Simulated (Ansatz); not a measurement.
# TiB+ (triplet): wave-function methods side by side, def2-TZVPP

The task here is to estimate one member of a computed series from the others.

Computed with Ansatz 0.2.0, Gaussian basis. Level: def2-TZVPP, core rule «outside noble gas», up to 10 orbitals frozen.

Plan: UHF; ROHF; CCSD(T) on UHF.

2 further runs of the same task are left out: 2 set aside as unsound or not needed.

## The geometry

The geometry is a PBE0/def2-TZVP stationary point (not a proven minimum).

2 atoms, charge 1, spin multiplicity 3.

Atoms are counted from 1 here; the program's logs count them from 0.

Bond lengths: Ti1–B2 2.101 Å.

Coordinates:

```xyz
2
BTi
Ti    0.0000    0.0000    0.0000
B     0.0000    0.0000    2.1010
```

The first run:

File in.yaml:

```yaml
crystal:
  periodic: [false, false, false]
  atoms:
    - {symbol: Ti, position_ang: [0.000000, 0.000000, 0.000000]}
    - {symbol: B, position_ang: [0.000000, 0.000000, 2.101000]}
basis:
  gaussian: {orbitals: def2-TZVPP}
total_charge: 1
magnetization: {spin_polarized: true, initial_magnetization: 2}
hamiltonian: {xc: hf}
output: {orbitals: {seedname: orbitals}}
```

Run with:

```console
ansatz run in.yaml --threads 1 --pin off --events-out ev --progress --plain --max-ram 4096MiB --backend cpu
```

Steps of the session up to this table: UHF; ROHF; CCSD(T) on UHF.

One table of the session follows, with a row left open; its other results are not shown here.

It belongs to the step «Misses and costs». 

```
  method  from UCCSD(T) (meV)
    ROHF              +5136.4
    UMP2                    ?
   UCCSD               +266.0
UCCSD(T)                    0
```

**Question.** Estimate the row for UMP2.

**Answer.** from UCCSD(T) (meV): +1271.0. In the column «from UCCSD(T) (meV)» it lies between UCCSD (+266.0) and ROHF (+5136.4).

Left out of the table: UHF (another determinant or state than the rows shown).

The program flags UCCSD(T) as in doubt (see the logs), so the zero of the table is itself unsure.

Caveats from the session: The determinant is far from a pure spin state, so its energy mixes those of several spin states (harmless only where they are near-degenerate, as at dissociation). The program flags UCCSD(T) as in doubt, so the zero of the table is itself unsure. Warnings: spin contamination; coupled cluster took another determinant than the lowest.
